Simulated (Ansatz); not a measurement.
**TiCl+ (triplet): wave-function methods side by side, def2-TZVPP**

One table from this session's results is given with a row withheld; the runs are named, their logs left out.

Computed with Ansatz 0.2.0, Gaussian basis. Level: def2-TZVPP, core rule «outside noble gas», up to 14 orbitals frozen.

The runs, in order: UHF; CCSD(T) on ROHF; CCSD(T) on UHF; CCSDT(Q) on ROHF; CCSDT(Q) on UHF.

7 further runs of the same task are left out: 4 for a known fault of the program, 3 set aside as unsound or not needed.

### The system

The geometry is a PBE0/def2-TZVP stationary point (not a proven minimum) of the parent state, kept for this charge and spin.

2 atoms, charge 1, spin multiplicity 3.

Atoms are counted from 1 here; the program's logs count them from 0.

Bond lengths: Ti1–Cl2 2.134 Å.

Set-up of the first run:

Input file in.yaml:

```yaml
crystal:
  periodic: [false, false, false]
  atoms:
    - {symbol: Ti, position_ang: [0.000000, 0.000000, 0.000000]}
    - {symbol: Cl, position_ang: [0.000000, 0.000000, 2.134200]}
basis:
  gaussian: {orbitals: def2-TZVPP}
total_charge: 1
magnetization: {spin_polarized: true, initial_magnetization: 2}
hamiltonian: {xc: hf}
output: {orbitals: {seedname: orbitals}}
```

Run with:

```console
$ ansatz run in.yaml --threads 1 --pin off --events-out ev --progress --plain --max-ram 4096MiB --backend cpu
```

Steps of the session up to this table: UHF; CCSD(T) on ROHF; CCSD(T) on UHF; CCSDT(Q) on ROHF; CCSDT(Q) on UHF.

One of the session's tables, all rows but one given; the rest of the session is left out.

| method | from RCCSDT(Q) (meV) |
| --- | --- |
| ROHF | +7026.1 |
| UHF | +6894.0 |
| RMP2 | +932.6 |
| UMP2 | +821.2 |
| RCCSD | ? |
| UCCSD | +269.0 |
| RCCSD(T) | +55.4 |
| UCCSD(T) | -43.2 |
| RCCSDT | +18.8 |
| UCCSDT | -71.2 |
| RCCSDT(Q) | 0 |
| UCCSDT(Q) | -91.8 |

**Question.** Estimate the row for RCCSD.

As computed: from RCCSDT(Q) (meV): +371.1. In the column «from RCCSDT(Q) (meV)» it lies between UCCSD (+269.0) and UMP2 (+821.2).

To keep in mind: Restricted and unrestricted rows rest on different reference determinants; where their highest levels disagree by more than a few hundredths of an eV, they describe different states and don't form one ladder.
